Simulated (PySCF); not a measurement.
**The bond of GaSb, level by level**

One job finds the state of GaSb, follows it along the bond with each method and fits the curves.

Method: Ga cc-pVDZ-PP with ECP10, Sb cc-pVDZ-PP with ECP28, scalar-relativistic core potentials; program: PySCF 2.14.0.

## Step 1: Input

A driver script around PySCF takes these settings:

```
atoms                         : Ga, Sb
charge                        : 0
basis                         : Ga cc-pVDZ-PP with ECP10, Sb cc-pVDZ-PP with ECP28
Hamiltonian                   : scalar-relativistic core potentials
basis functions               : 46
electrons treated             : 44
masses in u                   : 68.9256, 120.9038
levels                        : PBE0, PBE, r²SCAN, BHandHLYP, BP86, B3LYP, LC-ωPBE, HF, MP2, SCS-MP2, CCSD, CCSD(T)
grid                          : 80 radial by 434 angular points
occupations                   : held fixed by the projection of orbital angular momentum
dissociation limit            : Ga + Sb, each in its ground configuration
starting distance in angstrom : 2.570
values of 2S to try           : 0, 2, 4
```

Command:

```sh
> OMP_NUM_THREADS=1 python dia.py task.json out
```

Further steps of the session: The PBE0 curve of the state that the search chose; Excited determinants; PBE (GGA); r²SCAN (meta-GGA); BHandHLYP; BP86; B3LYP (global hybrid GGA); LC-ωPBE; UHF (mean field); Adding correlation.

What does the calculation give? Wanted: for each run, Re; ωe; De; μ.

The runs gave:

Lowest PBE0 solution found, without spin–orbit coupling: ³Σ⁻ (triplet), unpaired electrons π ↑↑. State 2 has its PBE0 minimum 0.22 eV higher. The other levels ran on the lowest alone.

| level | Re (Å) | ωe (cm⁻¹) | De (eV) | μ (D) |
| --- | --- | --- | --- | --- |
| UHF | 2.827 | 166.9 | 0.64 | -1.98 |
| UHF-MP2 | 2.792 | 179.5 | 1.29 | n/a |
| UHF-SCS-MP2 | 2.809 | 175.6 | 1.24 | n/a |
| UHF-CCSD | 2.812 | 172.1 | 1.26 | n/a |
| UHF-CCSD(T) | 2.813 | 171.6 | 1.33 | n/a |
| PBE | 2.815 | 169.7 | 1.90 | -1.29 |
| BP86 | 2.816 | 168.8 | 1.92 | -1.34 |
| r²SCAN | 2.781 | 175.4 | 1.77 | -1.32 |
| B3LYP | 2.819 | 168.9 | 1.79 | -1.51 |
| PBE0 | 2.787 | 176.0 | 1.76 | -1.47 |
| BHandHLYP | 2.793 | 175.0 | 1.62 | -1.66 |
| LC-ωPBE | 2.735 | 187.9 | 1.55 | -1.61 |

De is counted to Ga + Sb in their ground configurations. A positive dipole means Ga(−)Sb(+).

Differences from CCSD(T) in the same basis:

| level | Re (mÅ) | ωe (%) |
| --- | --- | --- |
| UHF | +13 | -2.7 |
| UHF-MP2 | -22 | +4.6 |
| UHF-SCS-MP2 | -5 | +2.3 |
| UHF-CCSD | -2 | +0.3 |
| PBE | +2 | -1.1 |
| BP86 | +3 | -1.6 |
| r²SCAN | -32 | +2.2 |
| B3LYP | +6 | -1.6 |
| PBE0 | -26 | +2.5 |
| BHandHLYP | -20 | +2.0 |
| LC-ωPBE | -79 | +9.5 |

In words: Against CCSD(T) in the same basis, the bond length is nearest at UHF-CCSD and PBE (2 mÅ off) and farthest at LC-ωPBE (-79 mÅ); the wavenumber is nearest at UHF-CCSD (+0.3 %) and farthest at LC-ωPBE (+9.5 %). CCSD(T) in a basis this small is itself some way from its limit, more so than the functionals. Among the levels with a De in the table, it runs from 0.64 eV (UHF) to 1.92 eV (BP86).

Correlated steps freeze 8 core orbitals. These are scalar-relativistic numbers at best; spin–orbit coupling would shift them, the dissociation energy most. With spin–orbit coupling the term label itself may not hold.
